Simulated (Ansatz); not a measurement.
# BIr3Pd: the cost of one run

Program: Ansatz 0.2.0. Level of theory: DFT PBE, scalar-relativistic, plane waves, PAW. These are calculated values, not measurements.

1 further run of the same task is left out (it didn't finish).

## Step 1: The system as given

It takes space group Pm-3m (No. 221, cubic). Conventional cell: a = 3.845 Å, b = 3.845 Å, c = 3.845 Å, α = 90.00°, β = 90.00°, γ = 90.00°. Around B (site symmetry m-3m) lie 12 Ir at 2.72 Å. Pd (site symmetry m-3m) is surrounded by 6 Ir at 1.92 Å. Around Ir (site symmetry 4/mmm) lie 2 Pd at 1.92 Å and 4 B at 2.72 Å and 8 Ir at 2.72 Å.

Structure file:

```
CELL_PARAMETERS angstrom
3.84537 0.00000 0.00000
0.00000 3.84537 0.00000
0.00000 0.00000 3.84537
ATOMIC_POSITIONS crystal
B 0.00000 0.00000 0.00000
Pd 0.50000 0.50000 0.50000
Ir 0.00000 0.50000 0.50000
Ir 0.50000 0.50000 0.00000
Ir 0.50000 0.00000 0.50000
```

Recipe of the guess: species swapped into a database cell of AlFe3C (Pm-3m, No. 221), with B on the Al sites, Ir on the Fe sites and Pd on the C sites. The dimensions are guesses.

## Step 2: A first look at the guess

input.yaml

```yaml
crystal:
  lattice:
    - [3.84536528, 0.0, 0.0]
    - [0.0, 3.84536528, 0.0]
    - [0.0, 0.0, 3.84536528]
  atoms:
    - { symbol: B, position: [0.0, 0.0, 0.0] }
    - { symbol: Pd, position: [0.5, 0.5, 0.5] }
    - { symbol: Ir, position: [0.0, 0.5, 0.5] }
    - { symbol: Ir, position: [0.5, 0.5, 0.0] }
    - { symbol: Ir, position: [0.5, 0.0, 0.5] }
basis:
  ecutwfc: 420
kpoints:
  mp_grid: { grid: [4, 4, 4] }
hamiltonian:
  xc: pbe
scf:
  occupations: { method: gaussian, width: 0.1 }
  lower_state_search: "off"
output:
  forces: true
  stress: true
  eigenvalues: true
```

Run with:

```sh
$ ansatz run input.yaml --threads 1 --pin off --max-ram 2560MiB --backend cpu --events-out ev --progress --plain --runs-dir out
```

What time and memory should one allow on 1 thread of AMD EPYC 7R43 (Zen 3), shared host?

About 1.5 s, with a peak of 0.37 GiB.
